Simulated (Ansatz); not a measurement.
# MoS2: the cost of one run

Program: Ansatz 0.2.0. Level of theory: DFT r2SCAN, scalar-relativistic, plane waves, PAW. These are calculated values, not measurements.

1 further run of the same task is left out (set aside as unsound or not needed).

## (1) Starting point

It takes space group P6_3/mmc (No. 194, hexagonal). The conventional cell has a = 3.149 Å, b = 3.149 Å, c = 12.090 Å, α = 90.00°, β = 90.00°, γ = 120.00°. Mo (site symmetry -6m2) is surrounded by 6 S at 2.40 Å. Around S (site symmetry 3m) lie 3 Mo at 2.40 Å.

Structure file:

```
Mo S
1.0
     3.14917    0.00000    0.00000
    -1.57458    2.72726    0.00000
     0.00000    0.00000   12.08985
Mo S
2 4
Direct
  0.33333 0.66667 0.25000
  0.66667 0.33333 0.75000
  0.33333 0.66667 0.62049
  0.66667 0.33333 0.12049
  0.33333 0.66667 0.87951
  0.66667 0.33333 0.37951
```

It is the result of an earlier relaxation at this level (volume 17.31 Å³/atom; gap on the mesh: 0.78 eV).

## (2) The same geometry with r2SCAN

Input file input.yaml:

```yaml
crystal:
  lattice:
    - [3.1491697115, 0.0, 0.0]
    - [-1.5745848558, 2.727260971, 0.0]
    - [0.0, 0.0, 12.0898517008]
  atoms:
    - { symbol: Mo, position: [0.3333333333, 0.6666666667, 0.25] }
    - { symbol: Mo, position: [0.6666666667, 0.3333333333, 0.75] }
    - { symbol: S, position: [0.3333333333, 0.6666666667, 0.6204901692] }
    - { symbol: S, position: [0.6666666667, 0.3333333333, 0.1204901692] }
    - { symbol: S, position: [0.3333333333, 0.6666666667, 0.8795098308] }
    - { symbol: S, position: [0.6666666667, 0.3333333333, 0.3795098308] }
basis:
  ecutwfc: 500
kpoints:
  mp_grid: { grid: [12, 12, 4] }
  band_path:
    path:
      - [[0.0, 0.0, 0.0], [0.5, 0.0, 0.0], [0.33333333, 0.33333333, 0.0], [0.0, 0.0, 0.0], [0.0, 0.0, 0.5], [0.5, 0.0, 0.5], [0.33333333, 0.33333333, 0.5], [0.0, 0.0, 0.5]]
      - [[0.5, 0.0, 0.5], [0.5, 0.0, 0.0]]
      - [[0.33333333, 0.33333333, 0.5], [0.33333333, 0.33333333, 0.0]]
    npoints: 14
hamiltonian:
  xc: r2scan
scf:
  occupations: { method: gaussian, width: 0.02 }
  n_extra_bands: 15
output:
  forces: true
  stress: true
  eigenvalues: true
  populations: true
  dos: { projected: true, de: 0.02, nscf_kmesh: { grid: [18, 18, 6] } }
  bader: true
```

Started as:

```console
> ansatz run input.yaml --threads 2 --pin off --max-ram 5120MiB --backend cpu --events-out ev --progress --plain --runs-dir out
```

What time and memory should one allow on 2 threads of Arm Neoverse V1, shared host?

About 66 s, with a peak of 0.83 GiB.
